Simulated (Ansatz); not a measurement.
# CH₂Ge+ (quartet): from Hartree-Fock to the top rungs, cc-pVTZ

Aim: climb from Hartree-Fock through coupled cluster and multireference methods for CH₂Ge+ (quartet) at one geometry and basis, and see what each rung misses.

Computed with Ansatz 0.2.0, Gaussian basis. Level: cc-pVTZ, correlated electrons: outside noble gas.

To be run: UHF; CCSD(T) on ROHF; CCSD(T) on UHF; BCCD(T) on ROHF; CCSDT(Q) on ROHF; CCSDT(Q) on UHF; CASSCF and MRCISD+Q, 9 electrons in 10 orbitals; CASSCF and NEVPT2, 9 electrons in 10 orbitals.

## 1. What is computed

The geometry is a PBE0/def2-TZVP stationary point (not a proven minimum) of the parent state, kept for this charge and spin. No spin-orbit coupling is included. The filled d shell of Ge may be among the frozen orbitals whatever the setting's name suggests; the logs give the count.

4 atoms, charge 1, spin multiplicity 4.

Atoms are counted from 1 here; the program's logs count them from 0.

Bond lengths: Ge1–C2 1.905 Å, Ge1–H3 1.592 Å, C2–H4 1.091 Å. Angles: C2–Ge1–H3 95.9°, Ge1–C2–H4 136.5°.

In the tables R marks a restricted open-shell determinant and U an unrestricted one; 'valence' is the active space of 9 electrons in 10 orbitals; correlation energies count from the lowest restricted Hartree-Fock solution.

## 2. UHF

File in.yaml:

```yaml
crystal:
  periodic: [false, false, false]
  atoms:
    - {symbol: Ge, position_ang: [0.000000, -0.044572, 0.290198]}
    - {symbol: C, position_ang: [0.000000, 0.182313, -1.601029]}
    - {symbol: H, position_ang: [0.000000, 1.508639, 0.640309]}
    - {symbol: H, position_ang: [0.000000, -0.468907, -2.476239]}
basis:
  gaussian: {orbitals: cc-pVTZ}
total_charge: 1
magnetization: {spin_polarized: true, initial_magnetization: 3}
hamiltonian: {xc: hf}
output: {orbitals: {seedname: orbitals}}
```

Launch:

```console
$ ansatz run in.yaml --threads 1 --pin off --events-out ev --progress --plain --max-ram 4096MiB --backend cpu
```

After this run come: CCSD(T) on ROHF; CCSD(T) on UHF; BCCD(T) on ROHF; CCSDT(Q) on ROHF; CCSDT(Q) on UHF; CASSCF and MRCISD+Q, 9 electrons in 10 orbitals; CASSCF and NEVPT2, 9 electrons in 10 orbitals.

Q: Predict the results of all the runs planned. Wanted: correlation energy, UCCSDT(Q); RMP2 from UCCSDT(Q); UMP2 from UCCSDT(Q); RCCSD from UCCSDT(Q); RCCSD(T) from UCCSDT(Q); UCCSD(T) from UCCSDT(Q); RCCSDT(Q) from UCCSDT(Q); NEVPT2 valence from UCCSDT(Q); MRCISD+Q valence from UCCSDT(Q).

As calculated:

```
                                      quantity                      value
                 correlation energy, UCCSDT(Q)                 -5.8904 eV
                           RMP2 from UCCSDT(Q)                +1072.0 meV
                           UMP2 from UCCSDT(Q)                +1076.4 meV
                          RCCSD from UCCSDT(Q)                 +256.2 meV
                       RCCSD(T) from UCCSDT(Q)                  +53.5 meV
                       UCCSD(T) from UCCSDT(Q)                  +44.1 meV
                      RCCSDT(Q) from UCCSDT(Q)                  +10.6 meV
                 NEVPT2 valence from UCCSDT(Q)                 +871.7 meV
               MRCISD+Q valence from UCCSDT(Q)                  +54.5 meV
levels of the table within 1 kcal/mol (43 meV)  RCCSDT, UCCSDT, RCCSDT(Q)
                                 T1 diagnostic                      0.030
                effectively unpaired electrons                       3.02
```

What this shows: RCCSD(T) misses by +53.5 meV, 0.9 % of the correlation energy. One determinant dominates. Of the multireference levels listed MRCISD+Q valence comes nearest in total energy (+54.5 meV), which doesn't show that its space is the better one. These misses are within one basis, not against nature; the frozen cores of restricted and unrestricted runs differ, which can shift their rows.
